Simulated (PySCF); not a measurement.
# GaB+: from the state search to spectroscopic constants

One job finds the state of GaB+, follows it along the bond with each method and fits the curves.

The runs use PySCF 2.14.0; Ga cc-pVTZ-PP with ECP10, B cc-pVTZ, scalar-relativistic core potentials.

## 1. Input

Settings of the job:

```yaml
atoms: Ga, B
charge: 1
basis: Ga cc-pVTZ-PP with ECP10, B cc-pVTZ
Hamiltonian: scalar-relativistic core potentials
basis_functions: 69
electrons_treated: 25
masses_in_u: 68.9256, 11.0093
levels: PBE0, PBE, r²SCAN, PBEsol, B2PLYP, B3LYP, ωB97X, HF, MP2, SCS-MP2, CCSD, CCSD(T)
grid: 80 radial by 434 angular points
occupations: held fixed by the projection of orbital angular momentum
dissociation_limit: Ga+ + B, each in its ground configuration
starting_distance_in_angstrom: 2.120
values_of_2S_to_try: 1, 3
```

Command:

```console
OMP_NUM_THREADS=1 python dia.py task.json out
```

After the search, every level is run at each distance in turn; below they are sorted by level.

## 2. Search for the lowest state

At the starting distance of 2.120 Å the search finds these solutions (others can lie among them):

```
2Ms+1   unpaired          term  E (eV)  ⟨S²⟩  ⟨Lz²⟩  μ (D)
    2        π ↑            ²Π    0.00  0.79   1.00   1.25
    2        σ ↑           ²Σ⁺    0.15  0.76   0.00   2.42
    4  σ ↑↑, π ↑            ⁴Π    1.73  3.75   1.00   0.81
    4  σ ↑, π ↑↑           ⁴Σ⁻    2.07  3.77   0.00   0.13
    2  σ ↑↑, π ↓  not assigned    2.57  1.75   1.00   0.77
    2  σ ↑, π ↑↓  not assigned    2.98  1.77   2.01   0.25
```

6 of 11 solutions are listed, lowest first.

A term symbol stands only where ⟨S²⟩ and ⟨Lz²⟩ are near those of a pure state. A positive dipole points from Ga to B; in an ion it is taken about the centre of mass and does not tell which atom is negative.

The most promising solutions are followed along the bond (rough minima from three points):

```
2Ms+1   unpaired  R at minimum (Å)  energy at minimum (eV)
    2        σ ↑              2.80                    0.00
    2        π ↑              2.44                    0.46
    4  σ ↑↑, π ↑              2.06                    2.34
```

The search made 11 SCF attempts at the starting distance; with the short scans it took 37 s of wall time (1 thread of Arm Neoverse N1, shared host).

## 3. The PBE0 curve of the state that the search chose

State followed: ²Σ⁺ (doublet), unpaired electrons σ ↑. The scan is laid around 2.803 Å.

Log of the SCF at 2.803 Å:

```text
******** <class 'pyscf.dft.uks_symm.SymAdaptedUKS'> ********
method = SymAdaptedUKS
initial guess = minao
damping factor = 0
level_shift factor = 0
DIIS = <class 'pyscf.scf.diis.CDIIS'>
diis_start_cycle = 1
diis_space = 10
diis_damp = 0
SCF conv_tol = 1e-09
SCF conv_tol_grad = None
SCF max_cycles = 60
direct_scf = False
max_memory 909 MB (current use 488 MB)
number electrons alpha = 13  beta = 12
XC library pyscf.dft.libxc version 7.0.0
    S. Lehtola, C. Steigemann, M. J.T. Oliveira, and M. A.L. Marques.,  SoftwareX 7, 1–5 (2018)
XC functionals = PBE0
    C. Adamo and V. Barone.,  J. Chem. Phys. 110, 6158 (1999)
    M. Ernzerhof and G. E. Scuseria.,  J. Chem. Phys. 110, 5029 (1999)
small_rho_cutoff = 0
Overwritten attributes  get_occ get_hcore get_j get_jk get_k  of <class 'pyscf.dft.uks_symm.SymAdaptedUKS'>
<class 'pyscf.dft.uks_symm.SymAdaptedUKS'> does not have attributes  refdm
Set gradient conv threshold to 3.16228e-05
init E= -283.850303655654
cycle= 1 E= -283.844937315987  delta_E= 0.00537  |g|= 0.00527  |ddm|= 0.0413
cycle= 2 E= -283.844962168796  delta_E= -2.49e-05  |g|= 0.00318  |ddm|= 0.0232
cycle= 3 E= -283.844972401779  delta_E= -1.02e-05  |g|= 0.000422  |ddm|= 0.00947
cycle= 4 E= -283.844972705542  delta_E= -3.04e-07  |g|= 0.000253  |ddm|= 0.00209
cycle= 5 E= -283.844972788791  delta_E= -8.32e-08  |g|= 7.59e-05  |ddm|= 0.00101
cycle= 6 E= -283.844972795173  delta_E= -6.38e-09  |g|= 1.88e-05  |ddm|= 0.000308
cycle= 7 E= -283.844972795913  delta_E= -7.4e-10  |g|= 2.39e-06  |ddm|= 0.000129
Extra cycle  E= -283.844972795923  delta_E= -9.38e-12  |g|= 1.17e-06  |ddm|= 1.55e-05
converged SCF energy = -283.844972795923  <S^2> = 0.75902001  2S+1 = 2.0089998
```

Points of the scan, energies from the lowest:

```
 R (Å)  E (eV)  μ (D)  Mulliken charge of Ga (e)  Mayer bond order  ⟨S²⟩  HOMO (eV)  LUMO (eV)
2.4106  0.1745   2.49                       0.74              0.56  0.76     -11.89      -9.21
2.5227  0.0770   2.46                       0.75              0.51  0.76     -11.79      -8.97
2.6348  0.0237   2.41                       0.76              0.47  0.76     -11.67      -8.75
2.7189  0.0050   2.35                       0.76              0.45  0.76     -11.58      -8.60
2.8030  0.0000   2.30                       0.76              0.43  0.76     -11.47      -8.46
2.8871  0.0055   2.23                       0.76              0.42  0.76     -11.37      -8.32
2.9992  0.0251   2.14                       0.77              0.40  0.76     -11.22      -8.16
3.1394  0.0630   2.02                       0.77              0.38  0.76     -11.04      -7.98
3.3075  0.1199   1.88                       0.78              0.36  0.76     -10.82      -7.78
3.5318  0.2041   1.69                       0.79              0.34  0.76     -10.53      -7.58
```

Constants from the curve: Re = 2.797 Å, ωe = 208.0 cm⁻¹, ωexe = 1.72 cm⁻¹, αe = 0.00288 cm⁻¹, Be = 0.2270 cm⁻¹, De = 0.88 eV, μ = 2.30 D.

Orbitals nearest the gap at 2.803 Å:

```
spin  orbital  ε (eV)  filled              made of
   α        π  -29.62     yes           Ga d 100 %
   α        σ  -29.61     yes           Ga d 100 %
   β        π  -29.60     yes           Ga d 100 %
   β        π  -29.60     yes           Ga d 100 %
   β        σ  -29.56     yes           Ga d 100 %
   α        σ  -17.79     yes  B s 68 %, Ga s 27 %
   β        σ  -16.99     yes  B s 52 %, Ga s 42 %
   α        σ  -15.64     yes  Ga s 65 %, B s 31 %
   β        σ  -14.89     yes  Ga s 55 %, B s 44 %
   α        σ  -11.47     yes  B p 69 %, Ga p 23 %
   α        π   -8.46      no  B p 74 %, Ga p 24 %
   α        π   -8.46      no  B p 74 %, Ga p 24 %
   β        π   -8.23      no  B p 70 %, Ga p 28 %
   β        π   -8.23      no  B p 70 %, Ga p 28 %
```

Polarisability there: 73.5 bohr³ along the bond, 33.3 across it. Without diffuse functions these come out too small, above all across the bond.

## 4. Orbitals, density and potential

Orbitals, density, ELF and potential are computed afterwards from the orbital file.

Frontier orbitals at PBE0 (alpha spin), with the share of their density that lies nearest to each atom:

```
orbital  energy (eV)            lies on
 HOMO-1       -15.64  Ga1 64 %; B2 36 %
   HOMO       -11.47  B2 72 %; Ga1 28 %
   LUMO        -8.46  B2 77 %; Ga1 23 %
```

ELF in a plane through or near 2 of the atoms.

Ten even steps from ' ' (0.00) to '@' (1.00):
```
                                                        
            ......                                      
        ::--======--..                  ......          
      --**######**++==::      ........--==**++==..      
    ..++####%%####**==--..  ..::::::--==**%%%%**--      
  ..++##%%%%%%**++======--..::++**++++##%%@@@@@@##--    
  --##%%@@%%**==::::::------++%%%%####%%@@@@@@@@@@**..  
  ++%%@@@@##==::::--::..--==##@@@@##==##@@@@@@@@@@%%--  
..**@@@@%%**::::****++::::==%%@@@@--..::@@@@@@@@@@@@++  
..##@@@@%%++::==**::**--::==@@@@@@--@@++##@@@@@@@@@@++  
..##@@@@%%++::==**::**--::==@@@@@@--@@++##@@@@@@@@@@++  
..**@@@@%%**::::**##++::::==%%@@@@--..::@@@@@@@@@@@@++  
  ++%%@@@@##==::::--::..--==##@@@@##==##@@@@@@@@@@%%--  
  --##%%@@%%**==::::::------++%%%%####%%@@@@@@@@@@**..  
  ..++##%%%%%%**++======--..::++**++++##%%@@@@@@##--    
    ..++####%%####**==--..    ::::::--==**%%%%**--      
      --**######**++==::      ........--==**++==..      
        ::--======--..                  ......          
            ......                                      
                                                        
```
The map spans 8.0 Å across and 5.2 Å up, centred on the molecule. Atoms in the plane (x, y in Å): Ga1 (-1.4, 0.0), B2 (1.4, 0.0).

log10 of the density (e/Å³) in the same plane.

Ten even steps from ' ' (-4.0) to '@' (2.3):
```
            ..............                              
      ........::::::::........................          
    ......::::::::::::::::::::::::::::::::::......      
  ....::::------------------::------------::::::....    
  ....::::------====------------------------::::::....  
....::::----==============----============------::::..  
..::::----====++++++++++==========++++++======----::....
..::::--====++++******++++====++++++++++++++====--::::..
..::----==++++**%%%%%%**++++++++++******++++====--::::..
..::----==++**##%%%%%%##++++++++**##@@##**++++==----::..
..::----==++**##%%%%%%##++++++++**##@@##**++++==----::..
..::----==++++**%%%%##**++++++++++******++++====--::::..
..::::--====++++******++++====++++++++++++++====--::::..
..::::----====++++++++++==========++++++======----::....
....::::----==============----============------::::..  
  ....::::------====------------------------::::::....  
  ....::::------------------::------------::::::....    
    ....::::::::::::::::::::::::::::::::::::......      
      ........::::::::........................          
            ..............                              
```
The map spans 8.0 Å across and 5.2 Å up, centred on the molecule. Atoms in the plane (x, y in Å): Ga1 (-1.4, 0.0), B2 (1.4, 0.0).

On the surface of density 0.002 e/bohr³ the electrostatic potential runs, from the 1st to the 99th percentile, from 4.10 V near B2 to 7.45 V near Ga1.

The spin density lies nearest to B2 75 %; Ga1 25 %.

Core electrons inside the core potentials are missing from the density.

## 5. Other states along the same grid

State 2: ²Π (doublet), unpaired electrons π ↑, an excited solution.

The SCF at the reference distance, 2.803 Å, printed:

```text
******** <class 'pyscf.dft.uks_symm.SymAdaptedUKS'> ********
method = SymAdaptedUKS
initial guess = minao
damping factor = 0
level_shift factor = 0
DIIS = <class 'pyscf.scf.diis.CDIIS'>
diis_start_cycle = 1
diis_space = 10
diis_damp = 0
SCF conv_tol = 1e-09
SCF conv_tol_grad = None
SCF max_cycles = 60
direct_scf = False
max_memory 909 MB (current use 547 MB)
number electrons alpha = 13  beta = 12
XC library pyscf.dft.libxc version 7.0.0
    S. Lehtola, C. Steigemann, M. J.T. Oliveira, and M. A.L. Marques.,  SoftwareX 7, 1–5 (2018)
XC functionals = PBE0
    C. Adamo and V. Barone.,  J. Chem. Phys. 110, 6158 (1999)
    M. Ernzerhof and G. E. Scuseria.,  J. Chem. Phys. 110, 5029 (1999)
small_rho_cutoff = 0
Set gradient conv threshold to 3.16228e-05
init E= -283.833025457656
cycle= 1 E= -283.824918231518  delta_E= 0.00811  |g|= 0.0034  |ddm|= 0.0431
cycle= 2 E= -283.824924654244  delta_E= -6.42e-06  |g|= 0.00285  |ddm|= 0.0246
cycle= 3 E= -283.824935578222  delta_E= -1.09e-05  |g|= 0.000463  |ddm|= 0.0119
cycle= 4 E= -283.824935720255  delta_E= -1.42e-07  |g|= 0.000133  |ddm|= 0.00114
cycle= 5 E= -283.824935755077  delta_E= -3.48e-08  |g|= 4.19e-05  |ddm|= 0.000722
cycle= 6 E= -283.824935762281  delta_E= -7.2e-09  |g|= 2.38e-05  |ddm|= 0.000378
cycle= 7 E= -283.824935763907  delta_E= -1.63e-09  |g|= 8.81e-06  |ddm|= 0.000151
cycle= 8 E= -283.824935764403  delta_E= -4.96e-10  |g|= 5.5e-06  |ddm|= 7.49e-05
Extra cycle  E= -283.824935764557  delta_E= -1.54e-10  |g|= 4.18e-06  |ddm|= 3.19e-05
converged SCF energy = -283.824935764557  <S^2> = 0.75843008  2S+1 = 2.0084124
```

No constants are quoted: the lowest point is the short end of the scan.

State 3: ⁴Π (quartet), unpaired electrons σ ↑↑, π ↑, an excited solution.

Output of the SCF at 2.803 Å:

```text
******** <class 'pyscf.dft.uks_symm.SymAdaptedUKS'> ********
method = SymAdaptedUKS
initial guess = minao
damping factor = 0
level_shift factor = 0
DIIS = <class 'pyscf.scf.diis.CDIIS'>
diis_start_cycle = 1
diis_space = 10
diis_damp = 0
SCF conv_tol = 1e-09
SCF conv_tol_grad = None
SCF max_cycles = 60
direct_scf = False
max_memory 909 MB (current use 547 MB)
number electrons alpha = 14  beta = 11
XC library pyscf.dft.libxc version 7.0.0
    S. Lehtola, C. Steigemann, M. J.T. Oliveira, and M. A.L. Marques.,  SoftwareX 7, 1–5 (2018)
XC functionals = PBE0
    C. Adamo and V. Barone.,  J. Chem. Phys. 110, 6158 (1999)
    M. Ernzerhof and G. E. Scuseria.,  J. Chem. Phys. 110, 5029 (1999)
small_rho_cutoff = 0
Set gradient conv threshold to 3.16228e-05
init E= -283.735397433912
cycle= 1 E= -283.725281867791  delta_E= 0.0101  |g|= 0.00492  |ddm|= 0.0538
cycle= 2 E= -283.725341424343  delta_E= -5.96e-05  |g|= 0.00362  |ddm|= 0.03
cycle= 3 E= -283.725360071574  delta_E= -1.86e-05  |g|= 0.00117  |ddm|= 0.0144
cycle= 4 E= -283.725367589289  delta_E= -7.52e-06  |g|= 0.00089  |ddm|= 0.0113
cycle= 5 E= -283.725369137141  delta_E= -1.55e-06  |g|= 0.000176  |ddm|= 0.0058
cycle= 6 E= -283.725369196256  delta_E= -5.91e-08  |g|= 4.74e-05  |ddm|= 0.0012
cycle= 7 E= -283.72536920278  delta_E= -6.52e-09  |g|= 1.16e-05  |ddm|= 0.000406
cycle= 8 E= -283.725369203272  delta_E= -4.92e-10  |g|= 2.29e-06  |ddm|= 0.000124
Extra cycle  E= -283.72536920329  delta_E= -1.78e-11  |g|= 1.53e-06  |ddm|= 2e-05
converged SCF energy = -283.72536920329  <S^2> = 3.7591892  2S+1 = 4.0045919
```

No constants are quoted: the lowest point is the short end of the scan.

Energy (eV) from the lowest point of the lowest state:

```
R (Å)  lowest  state 2  state 3
2.411   0.175    0.465    2.744
2.523   0.077    0.473    2.919
2.635   0.024    0.496    3.073
2.719   0.005    0.520    3.171
2.803   0.000    0.545    3.255
2.887   0.006    0.572    3.325
2.999   0.025    0.607    3.403
3.139   0.063    0.648    3.482
3.308   0.120    0.692    3.561
3.532   0.204    0.739    3.649
```

## 6. PBE (GGA)

Log of the SCF at 2.803 Å:

```text
******** <class 'pyscf.dft.uks_symm.SymAdaptedUKS'> ********
method = SymAdaptedUKS
initial guess = minao
damping factor = 0
level_shift factor = 0
DIIS = <class 'pyscf.scf.diis.CDIIS'>
diis_start_cycle = 1
diis_space = 10
diis_damp = 0
SCF conv_tol = 1e-09
SCF conv_tol_grad = None
SCF max_cycles = 60
direct_scf = False
max_memory 909 MB (current use 547 MB)
number electrons alpha = 13  beta = 12
XC library pyscf.dft.libxc version 7.0.0
    S. Lehtola, C. Steigemann, M. J.T. Oliveira, and M. A.L. Marques.,  SoftwareX 7, 1–5 (2018)
XC functionals = PBE
    J. P. Perdew, K. Burke, and M. Ernzerhof.,  Phys. Rev. Lett. 77, 3865 (1996)
    J. P. Perdew, K. Burke, and M. Ernzerhof.,  Phys. Rev. Lett. 78, 1396 (1997)
    J. P. Perdew, K. Burke, and M. Ernzerhof.,  Phys. Rev. Lett. 77, 3865 (1996)
    J. P. Perdew, K. Burke, and M. Ernzerhof.,  Phys. Rev. Lett. 78, 1396 (1997)
small_rho_cutoff = 0
Set gradient conv threshold to 3.16228e-05
init E= -283.883113070082
cycle= 1 E= -283.883861582503  delta_E= -0.000749  |g|= 0.0505  |ddm|= 0.169
cycle= 2 E= -283.883676113486  delta_E= 0.000185  |g|= 0.056  |ddm|= 0.115
cycle= 3 E= -283.884547614995  delta_E= -0.000872  |g|= 0.00219  |ddm|= 0.068
cycle= 4 E= -283.884553067571  delta_E= -5.45e-06  |g|= 0.000479  |ddm|= 0.0108
cycle= 5 E= -283.884553359433  delta_E= -2.92e-07  |g|= 0.000159  |ddm|= 0.00236
cycle= 6 E= -283.884553389463  delta_E= -3e-08  |g|= 4.14e-05  |ddm|= 0.000537
cycle= 7 E= -283.884553391049  delta_E= -1.59e-09  |g|= 4.16e-06  |ddm|= 0.000149
cycle= 8 E= -283.884553391077  delta_E= -2.75e-11  |g|= 1.21e-06  |ddm|= 2.16e-05
Extra cycle  E= -283.884553391078  delta_E= -1.02e-12  |g|= 7.62e-07  |ddm|= 6.24e-06
converged SCF energy = -283.884553391078  <S^2> = 0.75451702  2S+1 = 2.0045119
```

Re = 2.836 Å, ωe = 193.3 cm⁻¹, ωexe = 1.78 cm⁻¹, αe = 0.00303 cm⁻¹, Be = 0.2208 cm⁻¹, De = 0.94 eV, μ = 2.37 D. 16 s of CPU time for 12 points, integrals apart.

## 7. r²SCAN (meta-GGA)

Log of the SCF at 2.803 Å:

```text
******** <class 'pyscf.dft.uks_symm.SymAdaptedUKS'> ********
method = SymAdaptedUKS
initial guess = minao
damping factor = 0
level_shift factor = 0
DIIS = <class 'pyscf.scf.diis.CDIIS'>
diis_start_cycle = 1
diis_space = 10
diis_damp = 0
SCF conv_tol = 1e-09
SCF conv_tol_grad = None
SCF max_cycles = 60
direct_scf = False
max_memory 909 MB (current use 547 MB)
number electrons alpha = 13  beta = 12
XC library pyscf.dft.libxc version 7.0.0
    S. Lehtola, C. Steigemann, M. J.T. Oliveira, and M. A.L. Marques.,  SoftwareX 7, 1–5 (2018)
XC functionals = R2SCAN
    J. W. Furness, A. D. Kaplan, J. Ning, J. P. Perdew, and J. Sun.,  J. Phys. Chem. Lett. 11, 8208-8215 (2020)
    J. W. Furness, A. D. Kaplan, J. Ning, J. P. Perdew, and J. Sun.,  J. Phys. Chem. Lett. 11, 9248-9248 (2020)
    J. W. Furness, A. D. Kaplan, J. Ning, J. P. Perdew, and J. Sun.,  J. Phys. Chem. Lett. 11, 8208-8215 (2020)
    J. W. Furness, A. D. Kaplan, J. Ning, J. P. Perdew, and J. Sun.,  J. Phys. Chem. Lett. 11, 9248-9248 (2020)
small_rho_cutoff = 0
Set gradient conv threshold to 3.16228e-05
init E= -283.787546498101
cycle= 1 E= -283.788870505421  delta_E= -0.00132  |g|= 0.0279  |ddm|= 0.145
cycle= 2 E= -283.788904529636  delta_E= -3.4e-05  |g|= 0.0278  |ddm|= 0.0825
cycle= 3 E= -283.789141536685  delta_E= -0.000237  |g|= 0.00117  |ddm|= 0.0367
cycle= 4 E= -283.789142576137  delta_E= -1.04e-06  |g|= 0.000856  |ddm|= 0.00839
cycle= 5 E= -283.789143491211  delta_E= -9.15e-07  |g|= 0.000142  |ddm|= 0.00372
cycle= 6 E= -283.789143516296  delta_E= -2.51e-08  |g|= 5.21e-05  |ddm|= 0.000666
cycle= 7 E= -283.789143520803  delta_E= -4.51e-09  |g|= 9e-06  |ddm|= 0.000265
cycle= 8 E= -283.789143520968  delta_E= -1.65e-10  |g|= 1.11e-06  |ddm|= 7.08e-05
Extra cycle  E= -283.789143520969  delta_E= -7.39e-13  |g|= 6.82e-07  |ddm|= 7.74e-06
converged SCF energy = -283.789143520969  <S^2> = 0.76379206  2S+1 = 2.0137448
```

Re = 2.785 Å, ωe = 206.7 cm⁻¹, ωexe = 1.77 cm⁻¹, αe = 0.00299 cm⁻¹, Be = 0.2290 cm⁻¹, De = 0.93 eV, μ = 2.51 D. 24 s of CPU time for 12 points, integrals apart.

## 8. PBEsol (GGA)

Log of the SCF at 2.803 Å:

```text
******** <class 'pyscf.dft.uks_symm.SymAdaptedUKS'> ********
method = SymAdaptedUKS
initial guess = minao
damping factor = 0
level_shift factor = 0
DIIS = <class 'pyscf.scf.diis.CDIIS'>
diis_start_cycle = 1
diis_space = 10
diis_damp = 0
SCF conv_tol = 1e-09
SCF conv_tol_grad = None
SCF max_cycles = 60
direct_scf = False
max_memory 909 MB (current use 548 MB)
number electrons alpha = 13  beta = 12
XC library pyscf.dft.libxc version 7.0.0
    S. Lehtola, C. Steigemann, M. J.T. Oliveira, and M. A.L. Marques.,  SoftwareX 7, 1–5 (2018)
XC functionals = PBEsol
    J. P. Perdew, A. Ruzsinszky, G. I. Csonka, O. A. Vydrov, G. E. Scuseria, L. A. Constantin, X. Zhou, and K. Burke.,  Phys. Rev. Lett. 100, 136406 (2008)
    J. P. Perdew, A. Ruzsinszky, G. I. Csonka, O. A. Vydrov, G. E. Scuseria, L. A. Constantin, X. Zhou, and K. Burke.,  Phys. Rev. Lett. 100, 136406 (2008)
small_rho_cutoff = 0
Set gradient conv threshold to 3.16228e-05
init E= -283.460457506625
cycle= 1 E= -283.461541403727  delta_E= -0.00108  |g|= 0.0752  |ddm|= 0.194
cycle= 2 E= -283.461269948479  delta_E= 0.000271  |g|= 0.081  |ddm|= 0.185
cycle= 3 E= -283.463139265219  delta_E= -0.00187  |g|= 0.00287  |ddm|= 0.0991
cycle= 4 E= -283.463146297336  delta_E= -7.03e-06  |g|= 0.000851  |ddm|= 0.0143
cycle= 5 E= -283.463147327255  delta_E= -1.03e-06  |g|= 0.000263  |ddm|= 0.00463
cycle= 6 E= -283.463147411906  delta_E= -8.47e-08  |g|= 4.9e-05  |ddm|= 0.00088
cycle= 7 E= -283.463147414502  delta_E= -2.6e-09  |g|= 9.02e-06  |ddm|= 0.0002
cycle= 8 E= -283.463147414612  delta_E= -1.09e-10  |g|= 2.1e-06  |ddm|= 3.9e-05
Extra cycle  E= -283.463147414613  delta_E= -9.66e-13  |g|= 1.88e-06  |ddm|= 1.47e-05
converged SCF energy = -283.463147414613  <S^2> = 0.75381317  2S+1 = 2.0038095
```

Re = 2.780 Å, ωe = 206.0 cm⁻¹, ωexe = 1.88 cm⁻¹, αe = 0.00312 cm⁻¹, Be = 0.2298 cm⁻¹, De = 1.03 eV, μ = 2.47 D.

## 9. B2PLYP (double hybrid)

Log of the SCF at 2.803 Å:

```text
******** <class 'pyscf.dft.uks_symm.SymAdaptedUKS'> ********
method = SymAdaptedUKS
initial guess = minao
damping factor = 0
level_shift factor = 0
DIIS = <class 'pyscf.scf.diis.CDIIS'>
diis_start_cycle = 1
diis_space = 10
diis_damp = 0
SCF conv_tol = 1e-09
SCF conv_tol_grad = None
SCF max_cycles = 60
direct_scf = False
max_memory 909 MB (current use 548 MB)
number electrons alpha = 13  beta = 12
XC library pyscf.dft.libxc version 7.0.0
    S. Lehtola, C. Steigemann, M. J.T. Oliveira, and M. A.L. Marques.,  SoftwareX 7, 1–5 (2018)
XC functionals = 0.53*HF + 0.47*B88, 0.73*LYP
    A. D. Becke.,  Phys. Rev. A 38, 3098 (1988)
    C. Lee, W. Yang, and R. G. Parr.,  Phys. Rev. B 37, 785 (1988)
    B. Miehlich, A. Savin, H. Stoll, and H. Preuss.,  Chem. Phys. Lett. 157, 200 (1989)
small_rho_cutoff = 0
Set gradient conv threshold to 3.16228e-05
init E= -283.491349300274
cycle= 1 E= -283.492536486015  delta_E= -0.00119  |g|= 0.0229  |ddm|= 0.129
cycle= 2 E= -283.49265670891  delta_E= -0.00012  |g|= 0.0156  |ddm|= 0.056
cycle= 3 E= -283.492728476241  delta_E= -7.18e-05  |g|= 0.00131  |ddm|= 0.0205
cycle= 4 E= -283.492734110793  delta_E= -5.63e-06  |g|= 0.000466  |ddm|= 0.0098
cycle= 5 E= -283.49273493201  delta_E= -8.21e-07  |g|= 0.000161  |ddm|= 0.0039
cycle= 6 E= -283.492735035972  delta_E= -1.04e-07  |g|= 5.19e-05  |ddm|= 0.00135
cycle= 7 E= -283.492735046956  delta_E= -1.1e-08  |g|= 1.33e-05  |ddm|= 0.000472
cycle= 8 E= -283.492735047356  delta_E= -4.01e-10  |g|= 4.14e-06  |ddm|= 6.86e-05
Extra cycle  E= -283.492735047403  delta_E= -4.66e-11  |g|= 2.13e-06  |ddm|= 1.78e-05
converged SCF energy = -283.492735047403  <S^2> = 0.76390113  2S+1 = 2.0138532
```

Re = 2.803 Å, ωe = 204.0 cm⁻¹, ωexe = 1.69 cm⁻¹, αe = 0.00294 cm⁻¹, Be = 0.2260 cm⁻¹, De = 0.77 eV, μ = 2.13 D.

## 10. B3LYP

The SCF at the reference distance, 2.803 Å, printed:

```text
******** <class 'pyscf.dft.uks_symm.SymAdaptedUKS'> ********
method = SymAdaptedUKS
initial guess = minao
damping factor = 0
level_shift factor = 0
DIIS = <class 'pyscf.scf.diis.CDIIS'>
diis_start_cycle = 1
diis_space = 10
diis_damp = 0
SCF conv_tol = 1e-09
SCF conv_tol_grad = None
SCF max_cycles = 60
direct_scf = False
max_memory 909 MB (current use 548 MB)
number electrons alpha = 13  beta = 12
XC library pyscf.dft.libxc version 7.0.0
    S. Lehtola, C. Steigemann, M. J.T. Oliveira, and M. A.L. Marques.,  SoftwareX 7, 1–5 (2018)
XC functionals = B3LYP
    P. J. Stephens, F. J. Devlin, C. F. Chabalowski, and M. J. Frisch.,  J. Phys. Chem. 98, 11623 (1994)
small_rho_cutoff = 0
Set gradient conv threshold to 3.16228e-05
init E= -283.977452575073
cycle= 1 E= -283.977975086633  delta_E= -0.000523  |g|= 0.0173  |ddm|= 0.166
cycle= 2 E= -283.977985865707  delta_E= -1.08e-05  |g|= 0.0166  |ddm|= 0.049
cycle= 3 E= -283.978071015474  delta_E= -8.51e-05  |g|= 0.000576  |ddm|= 0.0243
cycle= 4 E= -283.978071557849  delta_E= -5.42e-07  |g|= 0.000172  |ddm|= 0.00338
cycle= 5 E= -283.978071609632  delta_E= -5.18e-08  |g|= 5.69e-05  |ddm|= 0.000993
cycle= 6 E= -283.978071614663  delta_E= -5.03e-09  |g|= 1.45e-05  |ddm|= 0.000287
cycle= 7 E= -283.978071614975  delta_E= -3.12e-10  |g|= 4.18e-06  |ddm|= 8.01e-05
Extra cycle  E= -283.978071614989  delta_E= -1.4e-11  |g|= 3.6e-06  |ddm|= 2.91e-05
converged SCF energy = -283.978071614989  <S^2> = 0.75601618  2S+1 = 2.0060072
```

Re = 2.855 Å, ωe = 191.3 cm⁻¹, ωexe = 1.70 cm⁻¹, αe = 0.00291 cm⁻¹, Be = 0.2178 cm⁻¹, De = 0.81 eV, μ = 2.19 D.

[end of part 1 of 2]
